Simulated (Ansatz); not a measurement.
# BIr: the cost of one run

Program: Ansatz 0.2.0 through its Python package. Level of theory: DFT r2SCAN, plane waves, PAW. These are calculated values, not measurements.

### Step 1. Starting point

Symmetry: P-6m2, No. 187, hexagonal system. The conventional cell has a = 3.042 Å, b = 3.042 Å, c = 2.703 Å, α = 90.00°, β = 90.00°, γ = 120.00°. B (site symmetry -6m2) has 6 Ir at 2.22 Å as nearest neighbours. Around Ir (site symmetry -6m2) lie 6 B at 2.22 Å.

Input file bir.extxyz:

```xyz
2
Lattice="3.04210808 0.0 0.0 -1.52105404 2.63454288 0.0 0.0 0.0 2.70297231" Properties=species:S:1:pos:R:3 pbc="T T T"
B    -0.00000002    1.75636193    1.35148615
Ir    0.00000000    0.00000000    0.00000000
```

### Step 2. The code

bir_fold.py reads:

```python
"""A supercell of BIr must give the energy of the small cell."""

import ansatz as az

SCF_TOL = 1e-07
SMEARING = "Marzari-Vanderbilt"
SIGMA = 0.1
FUNCTIONAL = "r2SCAN"

crystal = az.Crystal.from_extxyz("bir.extxyz")

# the mesh shrinks as the cell grows, so that all cells sample the same points
mesh = (8, 8, 8)
rows = []
for repeats in [(1, 1, 1), (2, 1, 1)]:
    calculation = (
        crystal.supercell(*repeats).calculation()
        .basis(20 * az.Ha)
        .scf(tolerance=SCF_TOL)
        .occupations(SMEARING, width=SIGMA)
        .pseudopotentials("paw")
        .functional(FUNCTIONAL)
        .kpoints(*(k // n for k, n in zip(mesh, repeats)))
    )
    report = calculation.run(threads=1).report
    n = len(report["lattice"]["sites"])
    rows.append((repeats, n, report["free_energy_ev"] / n, report["fermi_energy_ev"], report["n_kpoints"], report["n_symmetry_ops"]))
print("       repeats           atoms       F/atom eV  Fermi level eV        k-points  symmetry operations")
for row in rows:
    print(f"{str(row[0]):>14s}  {row[1]:14d}  {row[2]:14.5f}  {row[3]:14.4f}  {row[4]:14d}  {row[5]:19d}")
```

### Step 3. The calls as engine input

The package turns the script's settings into the engine's input (first run):

```yaml
crystal:
  lattice:
    - [3.04210808, 0.0, 0.0]
    - [-1.52105404, 2.63454288, 0.0]
    - [0.0, 0.0, 2.70297231]
  atoms:
    - { symbol: B, position: [0.33333332865680737, 0.6666666704623915, 0.49999999815018453] }
    - { symbol: Ir, position: [0.0, 0.0, 0.0] }
basis:
  ecutwfc: 544.22772491976
kpoints:
  mp_grid:
    grid: [8, 8, 8]
hamiltonian:
  xc: r2scan
  pseudopotentials:
    kind: paw
scf:
  convergence:
    dr2_threshold: 1.0e-07
  occupations:
    method: cold
    width: 0.1
```

### Step 4. Launch

Run with:

```
$ python bir_fold.py
```

**Question.** How long does this script take on 1 thread of Arm Neoverse V2, shared host, and how much memory does it need?

About 17 s, with a peak of 0.51 GiB.
